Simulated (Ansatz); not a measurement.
Consider a ranking of polymorphs by energy of 3 structures of Gd (Ansatz 0.2.0 through its Python package).

`polymorphs.py`:
```python
import ansatz as az
import numpy as np
import pandas as pd
import spglib

PHASES = {
    "Im-3m": (
        [[-2.025, 2.025, 2.025], [2.025, -2.025, 2.025], [2.025, 2.025, -2.025]],
        [
            ("Gd", [0.0, 0.0, 0.0]),
        ],
    ),
    "P6_3/mmc": (
        [[3.636, 0.0, 0.0], [-1.818, 3.148868, 0.0], [0.0, 0.0, 5.7826]],
        [
            ("Gd", [1 / 3, 2 / 3, 0.25]),
            ("Gd", [2 / 3, 1 / 3, 0.75]),
        ],
    ),
    "Fm-3m": (
        [[0.0, 2.585819, 2.585819], [2.585819, 0.0, 2.585819], [2.585819, 2.585819, 0.0]],
        [
            ("Gd", [0.0, 0.0, 0.0]),
        ],
    ),
}
MOMENTS = {"Gd": 7.0}  # parallel starting moments in muB


def build(vectors, sites):
    crystal = az.Crystal(lattice=az.Lattice.of(vectors))
    for symbol, position in sites:
        crystal = crystal.atom(symbol, position)
    return crystal


def compute(name, crystal):
    calc = (
        crystal.calculation()
        .functional("r2SCAN")
        .basis(620)
        .kpoints(spacing=0.3)
        .occupations("cold", width=0.05)
        .spin("collinear")
        .stress()
        .band_table()
    )
    calc = calc.relax(force_tolerance=0.03, cell=True)
    return calc.run(threads=1)


def space_group(outcome):
    sites = outcome.report["lattice"]["sites"]
    kinds = sorted({site["symbol"] for site in sites})
    cell = (outcome.lattice.cell_ang, [site["position_frac"] for site in sites], [kinds.index(site["symbol"]) for site in sites])
    return spglib.get_spacegroup(cell, symprec=0.01)


def volume_per_atom(outcome):
    return abs(np.linalg.det(outcome.lattice.cell_ang)) / len(outcome.lattice.sites)


def pressure_gpa(outcome):
    return float(np.trace(outcome.report["stress_gpa"]) / 3)

phases = {name: build(*cell) for name, cell in PHASES.items()}
for name in ["Im-3m", "P6_3/mmc", "Fm-3m"]:
    phases[name] = phases[name].moments({e: m for e, m in MOMENTS.items() if e in phases[name].species()})

done = {}
for name, crystal in phases.items():
    done[name] = compute(name, crystal)
    print(f"{name}: {done[name].report['energy_sigma0_ev']:.4f} eV, {len(done[name].lattice.sites)} atoms")

energy = {name: o.report["energy_sigma0_ev"] / len(o.lattice.sites) for name, o in done.items()}
lowest = min(energy.values())
rows = [(name, len(o.lattice.sites), 1000 * (energy[name] - lowest), space_group(o), volume_per_atom(o), pressure_gpa(o), abs(o.report["magnetization_mub"]) / len(o.lattice.sites)) for name, o in done.items()]
rows.sort(key=lambda row: row[2])
print(pd.DataFrame(rows, columns=["phase", "atoms", "dE (meV/atom)", "space group", "V (A^3/atom)", "P (GPa)", "M (muB/atom)"]).round(4).to_string(index=False))
print("lowest in energy:", rows[0][0])
```

Which of these structures comes out lowest, and how far apart are they?

By space group at the end of each run: P6_3/mmc (+0 meV an atom, 33.9 Å³), Fm-3m (+72 meV an atom, 35.1 Å³) and Im-3m (+141 meV an atom, 33.4 Å³).

The run itself:

Running `python polymorphs.py` prints:
```text
Im-3m: -9346.1028 eV, 1 atoms
P6_3/mmc: -18692.4871 eV, 2 atoms
Fm-3m: -9346.1715 eV, 1 atoms
   phase  atoms  dE (meV/atom)    space group  V (A^3/atom)  P (GPa)  M (muB/atom)
P6_3/mmc      2         0.0000 P6_3/mmc (194)       33.9367   0.0136        7.9802
   Fm-3m      1        72.0280    Fm-3m (225)       35.1167   0.0339        8.1820
   Im-3m      1       140.7574    Im-3m (229)       33.4357   0.0344        7.9575
lowest in energy: P6_3/mmc
```

What to keep in mind:
- Total energies depend on the potentials; only differences at equal settings carry meaning.
- Open f shells: without a Hubbard U, without spin-orbit coupling; the state reached hangs on the start and needn't be the lowest.
- For the metals among these phases the mesh is modest: differences between phases can be off by up to 40 meV an atom.
- Pressure is positive in compression.
- r2SCAN tends to overestimate the moments of itinerant magnets.
- The cells come from databases of deposited and of computed structures, and not all need be stable phases.
- The ranking holds among these structures alone, at zero temperature; the ground state may be another structure. Magnetic phases start from parallel moments and may not end in their lowest magnetic state. Differences under about 40 meV an atom lie within the error of mesh and functional.
- Hardware and time: 4.9 min on 1 thread of Arm Neoverse N1 (shared host), peak memory 0.78 GiB.

(Lines on the test bed's own set-up are left out of the output.)
